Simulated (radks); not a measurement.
# Tc⁺ in [Kr] 4d4 5s1 5p1: an all-electron calculation

Aim: the levels, the sizes of the orbitals and the parts of the energy of the technetium ion Tc+.

Program: radks (a radial shooting solver on a logarithmic mesh, Libxc functionals) version 1. Level of theory: scalar-relativistic Kohn-Sham, OLYP, spin-polarised, spherical densities, finite nucleus; open shells are filled with parallel spins first. These are calculated values, not measurements, unless marked.

## Step 1: The system

- element: technetium (Z = 43)
- charge: +1
- electrons: 42
- configuration: [Kr] 4d4 5s1 5p1
- nuclear rms radius: 4.4112 fm

Outer shells as boxes (Hund's rule):

Tc⁺
```
[Kr] core
4d [↑ ][↑ ][↑ ][↑ ][  ]
5s [↑ ]
5p [↑ ][  ][  ]
```

## Step 2: The calculation

Settings of this run:

```text
Z 43
configuration [Kr] 4d4 5s1 5p1 6s0 4f0 5d0 6p0
relativity scalar-relativistic
functional optx,lyp
spin polarised
nucleus finite rms 4.4112 fm
c 137.035999084
```

**Question.** What will this run give?

As calculated:

```
                        quantity                   value
                    total energy     -4286.81382 hartree
exchange-correlation share of it                  3.03 %
                            −T/E                  1.0326
          highest occupied level        5p up, -8.647 eV
    most extended occupied level  5p up, <r> = 3.46 bohr
 radius at density 0.001 e/bohr³               4.53 bohr
    maxima of the radial density                       4
```

**Reading.** The radial density shows 4 maxima for 5 occupied principal shells; where shells overlap, one shows as a shoulder or not at all. −T/E is 1.033: with relativity the kinetic term as defined here no longer equals −E. This is not the tabulated ground configuration, so its levels and sizes aren't those of the ground state, and no measured value stands beside it.
